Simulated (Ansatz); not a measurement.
# Ti: the cost of one run

Method: DFT LDA, scalar-relativistic, plane waves, PAW, in Ansatz 0.2.0.

## (1) The system as given

Symmetry: P6_3/mmc, No. 194, hexagonal system. The conventional cell has a = 2.950 Å, b = 2.950 Å, c = 4.686 Å, α = 90.00°, β = 90.00°, γ = 120.00°. Ti (site symmetry -6m2) has 12 Ti at 2.90 to 2.95 Å as nearest neighbours.

Structure file:

```
CELL_PARAMETERS angstrom
2.95000 0.00000 0.00000
-1.47500 2.55477 0.00000
0.00000 0.00000 4.68600
ATOMIC_POSITIONS crystal
Ti 0.33333 0.66667 0.25000
Ti 0.66667 0.33333 0.75000
```

No relaxation comes first: the listed cell is the starting point.

## (2) The reference: the undisturbed cell on the scan's mesh

input.yaml

```yaml
crystal:
  lattice:
    - [2.9499978604, 0.0, 0.0]
    - [-1.4749989302, 2.5547730882, 0.0]
    - [0.0, 0.0, 4.686]
  atoms:
    - { symbol: Ti, position: [0.3333333333, 0.6666666667, 0.25] }
    - { symbol: Ti, position: [0.6666666667, 0.3333333333, 0.75] }
basis:
  ecutwfc: 420
kpoints:
  mp_grid: { grid: [18, 18, 10] }
hamiltonian:
  xc: lda
scf:
  occupations: { method: gaussian, width: 0.15 }
output:
  forces: true
  stress: true
  eigenvalues: true
```

Q: Estimate wall time and peak memory on 1 thread of an Arm CPU, shared host.

About 9.1 s, with a peak of 0.37 GiB.
